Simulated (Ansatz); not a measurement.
Runs of Ansatz 0.2.0 on Co. The cell holds a slab with vacuum, 7 atoms: a = 2.471 Å, b = 2.471 Å, c = 27.132 Å, α = 90.00°, β = 90.00°, γ = 120.00°. The slab is cut from a database's or a generator's crystal, which needn't be the stable form of the element.

```csv
level,cutoff (eV),gap on the mesh (eV),moment (μB),largest force (eV/Å),work function (eV)
PBE,420,none,11.90,0.37,5.08
revPBE,420,none,11.95,0.38,4.94
PBEsol,420,none,11.87,0.53,(d)
BLYP,420,none,(c),0.34,4.75
LDA,420,none,11.50,0.79,5.42
RPBE,420,none,11.97,0.38,4.92
r2SCAN,500,none,12.46,(a),(b)
```

Alike in all rows: task band structure; potentials or basis Ansatz PAW; spin collinear, ferromagnetic start; cell the (0 0 1) slab of Co, cut from the database cell, not relaxed; k mesh 12 × 12 × 1; smearing fermi-dirac 0.05 eV.

Fill in the values left out.

(a) 0.50; (b) 5.14; (c) 11.63; (d) 5.19.

Caveats: the PAW data sets come from PBE, with cores solved anew for the run's functional, which leaves a small shift of forces and pressure (some runs); the potentials were made for another functional, which shifts forces and pressure (some runs); the magnetic or orbital state may not be the lowest (some runs).

A k mesh can miss the band edges.

A gap of «none» marks a metal or a gap under the smearing width.

Not every run made on this cell is shown here.
